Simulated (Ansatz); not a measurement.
# Au: the cost of one run

Program: Ansatz 0.2.0. Level of theory: DFT PBEsol, scalar-relativistic, plane waves, PAW. These are calculated values, not measurements.

This is Au in the bcc structure; at room conditions it is fcc.

2 further runs of the same task are left out: 2 set aside as unsound or not needed. Runs told in other sessions of the task aren't counted.

**1. Starting point**

The structure is cubic, space group Im-3m (No. 229). Conventional cell: a = 3.242 Å, b = 3.242 Å, c = 3.242 Å, α = 90.00°, β = 90.00°, γ = 90.00°. Au (site symmetry m-3m) is surrounded by 8 Au at 2.81 Å.

Structure file:

```xyz
2
Lattice="-1.6211 1.6211 1.6211 1.6211 -1.6211 1.6211 3.2421 3.2421 0.0000" Properties=species:S:1:pos:R:3 pbc="T T T"
Au    0.0000    0.0000    0.0000
Au    1.6211    1.6211    1.6211
```

It goes back to an entry of the Materials Project, which need not be the stable form.

It is built from the cell relaxed beforehand with the same method (17.04 Å³/atom).

**2. Zero of the scan**

File input.yaml:

```yaml
crystal:
  lattice:
    - [-1.6210733944, 1.6210733944, 1.6210733944]
    - [1.6210733944, -1.6210733944, 1.6210733944]
    - [3.2421467888, 3.2421467888, 0.0]
  atoms:
    - { symbol: Au, position: [0.0, 0.0, 0.0] }
    - { symbol: Au, position: [0.5, 0.5, 0.5] }
basis:
  ecutwfc: 420
kpoints:
  mp_grid: { grid: [22, 22, 14] }
hamiltonian:
  xc: pbesol
scf:
  occupations: { method: gaussian, width: 0.15 }
output:
  forces: true
  stress: true
  eigenvalues: true
```

Started as:

```bash
$ ansatz run input.yaml --threads 2 --pin off --max-ram 5120MiB --backend cpu --events-out ev --progress --plain --runs-dir out
```

Q: Estimate wall time and peak memory on 2 threads of AMD EPYC 9R45 (Zen 5), shared host.

About 5.3 s, with a peak of 0.9 GiB.
